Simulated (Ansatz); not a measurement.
# ZnSe, space group F-43m: a short molecular-dynamics run

Program: the Ansatz DFT code, driven from Python.

Run as a notebook:

```python
import ansatz
from ase import Atoms
import matplotlib.pyplot as plt
import numpy as np
```

```python
atoms = Atoms(
    ['Zn', 'Se'],
    scaled_positions=[
        (0.0, 0.0, 0.0),
        (0.25, 0.25, 0.25),
    ],
    cell=[
        (0.0, 2.8338, 2.8338),
        (2.8338, 0.0, 2.8338),
        (2.8338, 2.8338, 0.0),
    ],
    pbc=True,
)
system = ansatz.Crystal.from_ase(atoms)
```

```python
system.resolved().sites[-1]
```

    Site(symbol='Se', position=(0.25, 0.25, 0.25), moment=None, axis=None, held=None, saved=None)

```python
# a coarse mesh keeps each step cheap
calc = (
    system.supercell(2, 2, 1).calculation()
    .occupations('gaussian', width=0.05)
    .kpoints(3, 3, 3)
    .scf(tolerance=1e-07)
    .functional('pbe')
    .md('npt_langevin', timestep=2.0, steps=10, temperature=800, pressure=0, initial_velocities='maxwell_boltzmann', seed=470)
)
steps = []
```

```python
def collect(event):
    if event['event'] == 'md_step':
        steps.append(event['data'])


outcome = calc.session().plan().execute(on_event=collect)
report = outcome.report
```

    DeckWarning: md: disabling space-group detection — thermal motion breaks the input geometry's symmetry, so no spatial operation reduces the k-mesh or symmetrises the density; time reversal is kept, so that k and −k are solved as one point where they differ [...]
    DeckWarning: basis.ecutwfc = 420 eV, auto-derived from the records' recommended cutoffs: set by Zn (normal level)
    DeckWarning: md.ensemble: scf.convergence.dr2_threshold = 1e-7 eV (the SCF's general default) is looser than the 4e-8 eV advised for a trajectory that moves its cell on the stress, at its friction, temperature and timestep (5e-9 eV for each atom of the cell: [...]

```python
[(site.symbol, site.position_frac.round(4).tolist()) for site in outcome.lattice.sites]
```

    [(<Element.ZN: 'Zn'>, [0.01, -0.014, 0.0035]), (<Element.SE: 'Se'>, [0.1225, 0.1339, 0.2681]),
     (<Element.ZN: 'Zn'>, [0.0007, 0.4999, -0.0206]), (<Element.SE: 'Se'>, [0.1315, 0.6147, 0.2556]),
     (<Element.ZN: 'Zn'>, [0.4866, 0.0036, 0.006]), (<Element.SE: 'Se'>, [0.6318, 0.1223, 0.2263]),
     (<Element.ZN: 'Zn'>, [0.5117, 0.5031, -0.033]), (<Element.SE: 'Se'>, [0.6146, 0.6433, 0.2415])]

```python
report['kweights']
```

    [0.037037037037037035, 0.07407407407407407, 0.07407407407407407, 0.07407407407407407,
     0.07407407407407407, 0.07407407407407407, 0.07407407407407407, 0.07407407407407407,
     0.07407407407407407, 0.07407407407407407, 0.07407407407407407, 0.07407407407407407,
     0.07407407407407407, 0.07407407407407407]

```python
report['n_electrons']
```

    112.0

```python
for s in steps[::2]:
    print('%3d %7.1f fs  total %.4f eV  T %6.1f K' % (s['step'], s['time_fs'], s['lagrangian_ev'] + s['e_kin_ev'], s['temperature_k']))
```

      0     0.0 fs  total -35157.1801 eV  T  700.0 K
      2     4.0 fs  total -35157.1826 eV  T  690.1 K
      4     8.0 fs  total -35157.0371 eV  T  811.0 K
      6    12.0 fs  total -35157.0464 eV  T  763.9 K
      8    16.0 fs  total -35156.9501 eV  T  802.9 K
     10    20.0 fs  total -35156.9226 eV  T  758.1 K

```python
temperature = np.array([s['temperature_k'] for s in steps])
print(f'mean temperature of the second half {temperature[len(steps) // 2 :].mean():.1f} K')
```

    mean temperature of the second half 773.6 K

```python
print('last positions (A) and velocities (A/fs)')
for site, xyz, vel in zip(outcome.lattice.sites, steps[-1]['positions_ang'], steps[-1]['velocities_ang_fs']):
    print(f'{site.symbol:2s}', ' '.join(f'{v:8.4f}' for v in xyz), ' ', ' '.join(f'{v:9.5f}' for v in vel))
```

    last positions (A) and velocities (A/fs)
    Zn  -0.0693   0.0663  -0.0228    -0.00458   0.00218  -0.00059
    Se   1.5193   1.4549   1.4540     0.00457   0.00155   0.00233
    Zn   2.7760  -0.0543   2.8385    -0.00411  -0.00237   0.00156
    Se   4.2102   1.4703   4.2312    -0.00224   0.00185  -0.00086
    Zn   0.0374   2.7763   2.7798     0.00136  -0.00375  -0.00322
    Se   1.3349   4.2240   4.2761    -0.00271  -0.00084   0.00261
    Zn   2.7590   2.8077   5.7540    -0.00231   0.00003   0.00480
    Se   4.3324   4.1695   7.1323     0.00583  -0.00375   0.00181

```python
time = [s['time_fs'] for s in steps]
fig, ax = plt.subplots(figsize=(5, 3))
ax.plot(time, [s['lagrangian_ev'] - steps[0]['lagrangian_ev'] for s in steps], label='potential')
ax.plot(time, [s['e_kin_ev'] for s in steps], label='kinetic')
ax.set(xlabel='time (fs)', ylabel='energy (eV)')
ax.legend()
fig.tight_layout()
fig.savefig('md.png', dpi=100)
```

```python
kept = np.array([s['conserved_ev'] for s in steps], float)
print(f'conserved energy drifts by {1000 * (kept[-1] - kept[0]) / len(outcome.lattice.sites):+.3f} meV/atom')
```

    conserved energy drifts by -0.011 meV/atom

Caveats:
- Total energies depend on the potentials; only differences at equal settings carry meaning.
- The conserved energy holds the terms of thermostat and barostat.
- The structure is a deposited one; some such entries were measured under pressure or heat, so a shift against it needn't be the functional's error alone.
- Warnings are shown shortened and without file and line.
- A small cell, a coarse mesh and a very short run: it shows the set-up and gives no equilibrium averages.
- Wall time of the script: 2.5 min on 1 thread of Arm Neoverse V2, on a shared host, peak memory 0.68 GiB.

(Lines on the test bed's own set-up are left out of the output.)
